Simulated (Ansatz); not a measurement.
# SiHC: the cost of one run

Method: DFT PBE, scalar-relativistic, plane waves, PAW, in Ansatz 0.2.0.

## 1. The structure to begin with

It takes space group P4_2/mmc (No. 131, tetragonal). Conventional cell: a = 3.261 Å, b = 3.261 Å, c = 6.235 Å, α = 90.00°, β = 90.00°, γ = 90.00°. Around Si (site symmetry -4m2) lie 4 C at 2.26 Å. H (site symmetry mmm) is surrounded by 2 C at 1.63 Å. Around C (site symmetry mmm) lie 2 H at 1.63 Å.

Coordinates:

```
CELL_PARAMETERS angstrom
3.26084 0.00000 0.00000
0.00000 3.26084 0.00000
0.00000 0.00000 6.23463
ATOMIC_POSITIONS crystal
Si 0.00000 0.00000 0.75000
Si 0.00000 0.00000 0.25000
H 0.50000 0.50000 0.00000
H 0.50000 0.50000 0.50000
C 0.50000 0.00000 0.50000
C 0.00000 0.50000 0.00000
```

The cell is invented: species swapped into a database cell of TbCoC (P4_2/mmc, No. 131), with Si on the Tb sites and H on the Co sites. Its size is a rough estimate.

## 2. A first look at the guess

input.yaml

```yaml
crystal:
  lattice:
    - [3.26083542, 0.0, 0.0]
    - [0.0, 3.26083542, 0.0]
    - [0.0, 0.0, 6.23463201]
  atoms:
    - { symbol: Si, position: [0.0, 0.0, 0.75] }
    - { symbol: Si, position: [0.0, 0.0, 0.25] }
    - { symbol: H, position: [0.5, 0.5, 0.0] }
    - { symbol: H, position: [0.5, 0.5, 0.5] }
    - { symbol: C, position: [0.5, 0.0, 0.5] }
    - { symbol: C, position: [0.0, 0.5, 0.0] }
basis:
  ecutwfc: 420
kpoints:
  mp_grid: { grid: [6, 6, 4] }
hamiltonian:
  xc: pbe
scf:
  occupations: { method: gaussian, width: 0.1 }
  lower_state_search: "off"
output:
  forces: true
  stress: true
  eigenvalues: true
```

The run is started by

```console
$ ansatz run input.yaml --threads 1 --pin off --max-ram 2560MiB --backend cpu --events-out ev --progress --plain --runs-dir out
```

**Question.** How long does this run take on 1 thread of Intel Xeon at 2.70GHz, shared host, and how much memory does it need?

About 3 s, with a peak of 0.34 GiB.
